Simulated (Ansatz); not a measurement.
# Zr2: the cost of one run

Computed with Ansatz 0.2.0, Gaussian basis. Level: def2-TZVPP, core rule «outside noble gas», up to 8 orbitals frozen.

Plan: UHF; CCSD(T) on ROHF; CCSD(T) on UHF; CCSDT(Q) on ROHF; CCSDT(Q) on UHF.

8 further runs of the same task are left out: 4 for a known fault of the program, 4 set aside as unsound or not needed.

## Step 1: The system

The geometry is a PBE0/def2-TZVP stationary point (not a proven minimum) of the parent state, kept for this charge and spin. No spin-orbit coupling is included. Elements past krypton take def2 core potentials.

2 atoms, charge 0, spin multiplicity 3.

Atoms are counted from 1 here; the program's logs count them from 0.

Bond lengths: Zr1–Zr2 2.267 Å.

## Step 2: UHF

in.yaml

```yaml
crystal:
  periodic: [false, false, false]
  atoms:
    - {symbol: Zr, position_ang: [0.000000, 0.000000, 0.000000]}
    - {symbol: Zr, position_ang: [0.000000, 0.000000, 2.267200]}
basis:
  gaussian: {orbitals: def2-TZVPP}
magnetization: {spin_polarized: true, initial_magnetization: 2}
hamiltonian: {xc: hf}
output: {orbitals: {seedname: orbitals}}
```

The run is started by

```bash
ansatz run in.yaml --threads 1 --pin off --events-out ev --progress --plain --max-ram 4096MiB --backend cpu
```

What time and memory should one allow on 1 thread of AMD EPYC 7R13, shared host?

About 37 s, with a peak of 0.29 GiB.
